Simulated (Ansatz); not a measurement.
# SiC: the cost of one run

Method: DFT PBE, scalar-relativistic, plane waves, PAW, in Ansatz 0.2.0.

**1. The structure to begin with**

It takes space group P6_3mc (No. 186, hexagonal). The conventional cell has a = 3.076 Å, b = 3.076 Å, c = 5.048 Å, α = 90.00°, β = 90.00°, γ = 120.00°. Si (site symmetry 3m) is surrounded by 4 C at 1.87 to 1.94 Å. Around C (site symmetry 3m) lie 4 Si at 1.87 to 1.94 Å.

Coordinates:

```cif
data_structure
_symmetry_space_group_name_H-M 'P6_3mc'
_symmetry_Int_Tables_number 186
_cell_length_a 3.0760
_cell_length_b 3.0760
_cell_length_c 5.0480
_cell_angle_alpha 90.000
_cell_angle_beta 90.000
_cell_angle_gamma 120.000
_cell_volume 41.36
loop_
_atom_site_label
_atom_site_type_symbol
_atom_site_symmetry_multiplicity
_atom_site_Wyckoff_symbol
_atom_site_fract_x
_atom_site_fract_y
_atom_site_fract_z
_atom_site_occupancy
Si1 Si 2 b 0.33333 0.66667 0.00000 1
C1 C 2 b 0.33333 0.66667 0.38500 1
```

Source of the structure: the Crystallography Open Database.

**2. Probe: one point at the start**

input.yaml reads:

```yaml
crystal:
  lattice:
    - [3.0759982064, 0.0, 0.0]
    - [-1.5379991032, 2.6638925888, 0.0]
    - [0.0, 0.0, 5.048]
  atoms:
    - { symbol: Si, position: [0.3333333333, 0.6666666667, 0.0] }
    - { symbol: Si, position: [0.6666666667, 0.3333333333, 0.5] }
    - { symbol: C, position: [0.3333333333, 0.6666666667, 0.385] }
    - { symbol: C, position: [0.6666666667, 0.3333333333, 0.885] }
basis:
  ecutwfc: 420
kpoints:
  mp_grid: { grid: [6, 6, 4] }
hamiltonian:
  xc: pbe
scf:
  occupations: { method: gaussian, width: 0.1 }
output:
  forces: true
  stress: true
  eigenvalues: true
```

Started as:

```bash
ansatz run input.yaml --threads 1 --pin off --max-ram 2560MiB --backend cpu --events-out ev --progress --plain --runs-dir out
```

What time and memory should one allow on 1 thread of Arm Neoverse V2, shared host?

About 1.5 s, with a peak of 0.27 GiB.
